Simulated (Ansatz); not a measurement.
# AlGaSiH (quartet): from Hartree-Fock to the top rungs at a displaced geometry (v2), cc-pVDZ

The task here is to estimate one member of a computed series from the others.

Computed with Ansatz 0.2.0, Gaussian basis. Level: cc-pVDZ, core rule «outside noble gas», up to 24 orbitals frozen.

The runs, in order: UHF; CCSD(T) on ROHF; CCSD(T) on UHF; BCCD(T) on ROHF; CISD as a restricted active space (open shells left free, so some higher excitations enter); CCSDT(Q) on ROHF; CCSDT(Q) on UHF.

28 further runs of the same task are left out: 2 for a known fault of the program, 16 that didn't finish, 10 set aside as unsound or not needed. Runs told in other sessions of the task aren't counted.

**The system**

The geometry is a PBE0/def2-TZVP stationary point (not a proven minimum) with its atoms shifted at random (size 0.100 Å). No spin-orbit coupling is included. The filled d shell of Ga may be among the frozen orbitals whatever the setting's name suggests.

4 atoms, charge 0, spin multiplicity 4.

Atoms are counted from 1 here; the program's logs count them from 0.

Bond lengths: Ga1–Al2 2.635 Å, Ga1–H4 1.855 Å, Al2–Si3 2.398 Å, Al2–H4 1.758 Å. Angles: Al2–Ga1–H4 41.7°, Ga1–Al2–Si3 170.8°, Ga1–Al2–H4 44.6°, Si3–Al2–H4 127.4°, Ga1–H4–Al2 93.6°.

The first run:

Input file in.yaml:

```yaml
crystal:
  periodic: [false, false, false]
  atoms:
    - {symbol: Ga, position_ang: [0.064567, -0.255895, 2.274058]}
    - {symbol: Al, position_ang: [-0.100305, -0.406353, -0.351678]}
    - {symbol: Si, position_ang: [-0.023688, -0.232734, -2.742004]}
    - {symbol: H, position_ang: [0.059426, 0.894982, 0.819624]}
basis:
  gaussian: {orbitals: cc-pVDZ}
magnetization: {spin_polarized: true, initial_magnetization: 3}
hamiltonian: {xc: hf}
output: {orbitals: {seedname: orbitals}}
```

Started as:

```
ansatz run in.yaml --threads 1 --pin off --events-out ev --progress --plain --max-ram 2393MiB
```

Among the steps run: UHF; CCSD(T) on ROHF; CCSD(T) on UHF; BCCD(T) on ROHF; CISD as a restricted active space (open shells left free, so some higher excitations enter); CCSDT(Q) on ROHF; CCSDT(Q) on UHF.

One table of the session follows, with a row left open; its other results are not shown here.

```
   method  from RCCSDT(Q) (meV)
     ROHF                     ?
      UHF               +6032.7
     RMP2               +1548.8
     UMP2               +1628.3
     CISD                +994.1
    RCCSD                +383.9
    UCCSD                +367.3
 RCCSD(T)                 +89.1
 UCCSD(T)                 +95.7
  BCCD(T)                 +92.9
   RCCSDT                 +25.3
   UCCSDT                 +22.3
RCCSDT(Q)                     0
UCCSDT(Q)                  -4.2
```

**Question.** Estimate the row for ROHF.

**Answer.** from RCCSDT(Q) (meV): +6260.2. In the column «from RCCSDT(Q) (meV)» it is the highest.

To keep in mind: Restricted and unrestricted rows rest on different reference determinants; a gap between their highest levels can come from leftover correlation error, from unlike frozen cores or from another state.
